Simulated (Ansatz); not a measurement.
What does this script print? It uses the Ansatz DFT code, driven from Python.

`dimer_o2si.py`:
```python
import ansatz as az
import numpy as np

FIRST = [
    ("O", (0.6912, 1.2173, 0.5137)),
    ("Si", (-0.0007, 0.0004, -0.0002)),
    ("O", (-0.6905, -1.2177, -0.5136)),
]
SECOND = [
    ("O", (-2.0057, -4.2163, 0.188)),
    ("Si", (-2.3768, -3.3278, 1.3267)),
    ("O", (-2.7483, -2.4414, 2.4667)),
]

def energy(atoms, ghosts=()):
    molecule = az.Crystal.molecule()
    for symbol, xyz in atoms:
        molecule = molecule.atom(symbol, xyz)
    calc = (
        molecule.calculation()
        .basis(gaussian="def2-SVP")
        .correlation("MP2")
    )
    deck = calc.input()
    if ghosts:
        deck = deck.set(az.key.basis.gaussian.ghost_atoms, [{"symbol": s, "position_ang": list(xyz)} for s, xyz in ghosts])
    return az.Session.from_dict(deck).plan().execute().report["free_energy_ev"]

direction = np.array([-0.5528, -0.7741, 0.3086])
print("shift (A)   counterpoise-corrected interaction (kcal/mol)")
for shift in (-0.3, 0.0, 0.4, 1.0, 2.0):
    moved = [(s, tuple(np.round(np.array(xyz) + shift * direction, 4))) for s, xyz in SECOND]
    gain = energy(FIRST + moved) - energy(FIRST, moved) - energy(moved, FIRST)
    print(f"{shift:8.2f} {23.060548 * gain:14.3f}")
```

```console
$ python dimer_o2si.py
shift (A)   counterpoise-corrected interaction (kcal/mol)
   -0.30         -2.244
    0.00         -2.071
    0.40         -1.488
    1.00         -0.798
    2.00         -0.309
```

Caveats:
- The settings weren't tested for convergence.
- The dimer is a generated trial pose of unrelaxed monomers, not a minimum, so the figure is no binding energy, and the basis set is small.
- Run time: 12 s on 1 thread of Arm Neoverse V1, with other jobs on the host, peak memory 0.22 GiB.

(Lines on the test bed's own set-up are left out of the output.)
